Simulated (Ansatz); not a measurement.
**Cl (sc type): how the settings move a single-point run**

Question: which choices in the input matter for Cl (sc type)?

Method: reference: DFT, LDA, all-electron PAW with datasets made for the crystal, scalar-relativistic, in Ansatz 0.2.0.

## (1) The system as given

Symmetry: Pm-3m, No. 221, cubic system. Conventional cell: a = 2.415 Å, b = 2.415 Å, c = 2.415 Å, α = 90.00°, β = 90.00°, γ = 90.00°. Cl (site symmetry m-3m) is surrounded by 6 Cl at 2.41 Å.

As a file:

```cif
data_structure
_symmetry_space_group_name_H-M 'Pm-3m'
_symmetry_Int_Tables_number 221
_cell_length_a 2.4146
_cell_length_b 2.4146
_cell_length_c 2.4146
_cell_angle_alpha 90.000
_cell_angle_beta 90.000
_cell_angle_gamma 90.000
_cell_volume 14.08
loop_
_atom_site_label
_atom_site_type_symbol
_atom_site_symmetry_multiplicity
_atom_site_Wyckoff_symbol
_atom_site_fract_x
_atom_site_fract_y
_atom_site_fract_z
_atom_site_occupancy
Cl1 Cl 1 a 0.00000 0.00000 0.00000 1
```

## (2) Baseline

The input, input.yaml:

```yaml
crystal:
  lattice:
    - [2.414644939, 0.0, 0.0]
    - [0.0, 2.414644939, 0.0]
    - [0.0, 0.0, 2.414644939]
  atoms:
    - { symbol: Cl, position: [0.0, 0.0, 0.0] }
kpoints:
  mp_grid: { grid: [15, 15, 15] }
scf:
  occupations: { method: fermi_dirac, width: 0.08 }
hamiltonian:
  xc: lda
  pseudopotentials: { kind: all_electron, datasets: crystal }
output:
  forces: true
  stress: true
  eigenvalues: true
```

Command:

```bash
> ansatz run input.yaml --threads 1 --pin off --max-ram 2048MiB --backend cpu --events-out ev --progress --plain --runs-dir out
```

## (3) Changing settings: occupations.method gaussian, occupations.width 0.3

Edit input.yaml of step 2 so:

```diff
@@ -10,3 +10,3 @@
 scf:
-  occupations: { method: fermi_dirac, width: 0.08 }
+  occupations: { method: gaussian, width: 0.3 }
 hamiltonian:
```

**Question.** What will these runs give? Wanted: for each run, ending; energy change; pressure; gap; force.

The runs gave:

| run | ending | energy change | pressure (GPa) | gap (eV) | force (eV/Å) | cycles | time |
| --- | --- | --- | --- | --- | --- | --- | --- |
| reference | converged | 0 | 51.8 | 0.00 | 0.00 | 7 | 4 s |
| 1: occupations.method gaussian, occupations.width 0.3 | converged | +0.2 meV/atom (σ→0) | 51.9 | 0.00 | 0.00 | 7 | 4.1 s |

Residual by cycle in the longest SCF loop of each run; runs are numbered as in the table. The quantity is the density residual dr2, in eV.

| cycle | reference | run 1 |
| --- | --- | --- |
| 1 | 0.0665 | 0.0668 |
| 2 | 0.00552 | 0.00556 |
| 3 | 3.7e-5 | 3.4e-5 |
| 4 | 2.0e-6 | 1.8e-6 |
| 5 | 1.6e-8 | 1.3e-8 |
| 6 | 1.4e-10 | 1.3e-10 |
| 7 | 1.9e-12 | 9.0e-13 |

**Reading.** Changing the smearing hardly moves the energy: +0.2 meV/atom. The structure is not at rest: the sound run finds 52 GPa, so these are no properties of the relaxed crystal. 
